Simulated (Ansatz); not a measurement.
# CoH: the cost of one run

Computed with Ansatz 0.2.0, Gaussian basis. Level: def2-QZVPP, core rule «outside noble gas», up to 9 orbitals frozen.

To be run: UHF; ROHF; CCSD(T) on UHF.

## 1. The system

The geometry is a PBE0/def2-TZVP stationary point (not a proven minimum) of the parent state, kept for this charge and spin.

2 atoms, charge 1, spin multiplicity 6.

Atoms are counted from 1 here; the program's logs count them from 0.

Bond lengths: Co1–H2 1.520 Å.

## 2. UHF

Contents of in.yaml:

```yaml
crystal:
  periodic: [false, false, false]
  atoms:
    - {symbol: Co, position_ang: [0.000000, 0.000000, 0.000000]}
    - {symbol: H, position_ang: [0.000000, 0.000000, 1.519600]}
basis:
  gaussian: {orbitals: "def2-QZVPP.json"}
total_charge: 1
magnetization: {spin_polarized: true, initial_magnetization: 5}
hamiltonian: {xc: hf}
output: {orbitals: {seedname: orbitals}}
```

Run with:

```
ansatz run in.yaml --threads 1 --pin off --events-out ev --progress --plain --max-ram 2816MiB --backend cpu
```

**Question.** How long does this run take on 1 thread of AMD EPYC 7R13, shared host, and how much memory does it need?

About 10 s, with a peak of 0.28 GiB.
